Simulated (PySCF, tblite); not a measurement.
# C3H13FSi3: geometry, infrared bands and NMR shifts

What infrared bands and NMR shifts should C3H13FSi3 (`CCC[SiH2][SiH2][SiH2]F`) show?

Computed with tblite 0.8.0 and PySCF 2.14.0, with density-fitted response routines of our own, on a single molecule in the gas phase. Atoms are numbered from 0 throughout.

### 1 The starting structure

20 atoms, charge 0, multiplicity 1; geometry from: force field or distance geometry start.

Bonds of the start (Å): C0–C1 1.52, C1–C2 1.53, C2–Si3 1.84, Si3–Si4 2.23, Si4–Si5 2.26, Si5–F6 1.70, C0–H7 1.13, C0–H8 1.12, C0–H9 1.11, C1–H10 1.12, C1–H11 1.11, C2–H12 1.10, C2–H13 1.11, Si3–H14 1.47, Si3–H15 1.48, Si4–H16 1.48, Si4–H17 1.47, Si5–H18 1.47, Si5–H19 1.46.

### 2 Optimising the geometry with GFN2-xTB

Job settings and geometry (Å):

```
{"job": {"kind": "relax", "xc": "GFN2-xTB", "basis": "xTB"}, "charge": 0, "multiplicity": 1}
C     -2.703000     0.754100    -0.000400
C     -1.458200     0.885400    -0.855900
C     -0.694300    -0.435000    -0.962300
Si    -0.153300    -1.096600     0.671900
Si     1.998500    -0.720900     1.099900
Si     3.042800     0.164600    -0.695400
F      2.768100     1.841100    -0.596100
H     -3.556500     1.310100    -0.493800
H     -2.561700     1.176000     1.029100
H     -3.039400    -0.296700     0.079400
H     -0.833300     1.670500    -0.361700
H     -1.803600     1.243900    -1.843500
H      0.136900    -0.287900    -1.662300
H     -1.413700    -1.167100    -1.391200
H     -0.442700    -2.541000     0.657800
H     -1.003600    -0.492600     1.728200
H      2.098600     0.325600     2.143600
H      2.709300    -1.899600     1.628000
H      4.479100    -0.161300    -0.644500
H      2.424800    -0.261900    -1.943300
```

Run with:

```
OMP_NUM_THREADS=1 python probes_run.py task.json out
```

This one command runs all jobs of the session in turn.

**Question.** This job is followed by: GFN2-xTB harmonic vibrations, gas phase; GIAO PBE0/pcSseg-1 NMR shielding, non-relativistic, gas phase. What will the session give for the following? strongest single infrared mode (GFN2-xTB); zero-point energy (GFN2-xTB); 13C shifts against TMS (PBE0/pcSseg-1); 1H shifts against TMS (PBE0/pcSseg-1, means over atoms taken as alike); 29Si shifts against TMS (PBE0/pcSseg-1); 19F shifts against CFCl3 (PBE0/pcSseg-1); surface potential, 1st and 99th percentile.

As calculated:

| quantity | value |
| --- | --- |
| strongest single infrared mode (GFN2-xTB) | 617 cm⁻¹, 773 km/mol |
| zero-point energy (GFN2-xTB) | 90.9 kcal/mol |
| 13C shifts against TMS (PBE0/pcSseg-1) | 23.6, 17.8, 14.3 ppm |
| 1H shifts against TMS (PBE0/pcSseg-1, means over atoms taken as alike) | 5.81, 4.20, 3.29, 1.69, 1.09, 0.99 ppm |
| 29Si shifts against TMS (PBE0/pcSseg-1) | 13.5, -72.2, -135.5 ppm |
| 19F shifts against CFCl3 (PBE0/pcSseg-1) | -261.1 ppm |
| surface potential, 1st and 99th percentile | -1.09 V and 1.37 V |

**Reading.** Over 191 steps the energy fell by 0.734 eV; of the close pairs, Si3–Si4 changed most, 2.226 to 2.325 Å. The lowest mode is slightly imaginary (13i cm⁻¹), a soft motion within the noise of the Hessian, so the minimum is not strictly shown. The strongest single mode, at 617 cm⁻¹, is spread over several atoms, H17, H15, H16, H14 among them. Unscaled tight-binding wavenumbers are off by several per cent, some by more. Its intensities can rank the bands wrongly. At PBE0/pcSseg-1: Shielding is most anisotropic at Si5 (span 194 ppm, paramagnetic term -542 ppm). By nearest atom (PBE0/pcSseg-1), the HOMO sits on Si3, Si4 about 20 % each; C2 17 % and the LUMO on Si5 21 %; Si4 15 %.
